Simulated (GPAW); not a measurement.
A run of GPAW 26.7.0 is set up as follows.

The input run.py:

```python
from ase import Atoms
from ase.dft.bandgap import bandgap
from ase.io import write
from ase.units import GPa
from gpaw import GPAW, PW, setup_paths

setup_paths.insert(0, '.')

atoms = Atoms(['In', 'In', 'Se', 'Se', 'Se', 'Se'],
              cell=[[3.894893, 0.0, 0.0],
                    [0.0, 3.894893, 0.0],
                    [0.0, 0.0, 9.626231]],
              scaled_positions=[[0.5, 0.0, 0.293532],
                                [0.0, 0.5, 0.706468],
                                [0.5, 0.5, 0.0],
                                [0.0, 0.0, 0.0],
                                [0.5, 0.0, 0.633788],
                                [0.0, 0.5, 0.366212]],
              pbc=True)

calc = GPAW(mode=PW(600),
            xc='PBEsol',
            kpts={'size': (7, 7, 3), 'gamma': True},
            occupations={'name': 'fermi-dirac', 'width': 0.05},
            nbands=42,
            convergence={'density': 1e-05, 'energy': 1e-05},
            maxiter=150,
            txt='gpaw.txt')
atoms.calc = calc
energy = atoms.get_potential_energy()
forces = atoms.get_forces()
stress = atoms.get_stress()
calc.write('gs.gpw')
write('result.traj', atoms)
print(f'Energy: {energy:.6f} eV')
print('Forces (eV/A):')
print(forces.round(4))
print('Stress (GPa):', (stress / GPa).round(3))
print('Fermi level:', round(calc.get_fermi_level(), 4), 'eV')
print(f'Gap: {bandgap(calc)[0]:.4f} eV, direct: {bandgap(calc, direct=True)[0]:.4f} eV')

path = atoms.cell.bandpath('GXMGZRAZ,XR,MA', npoints=100, eps=1e-4)
bs_calc = calc.fixed_density(kpts=path, symmetry='off', nbands=68,
                             convergence={'bands': 'CBM+6.0', 'eigenstates': 1e-6}, txt='bands.txt')
bs = bs_calc.band_structure()
bs.write('bs.json')
print(f'Gap on the path: {bandgap(bs_calc)[0]:.4f} eV')
```

Potentials or basis: PAW data sets generated in the run's folder for this functional, pw.

Run with:

```console
$ gpaw-setup -f PBEsol In Se
$ OMP_NUM_THREADS=1 python run.py
```

**Question.** What does it give for the largest force?

**Answer.** 0.149 eV/Å.

**Question.** Predict the band gap along the path.

**Answer.** None (metal or under the smearing width).

**Question.** Predict the pressure.

**Answer.** -3.5 GPa.

Stress tensor (GPa, compression positive):
```
-4.26  0.00  0.00
 0.00 -4.26  0.00
 0.00  0.00 -2.11
```

Caveat: spin-orbit coupling is left out, which moves the levels of the heavy elements.
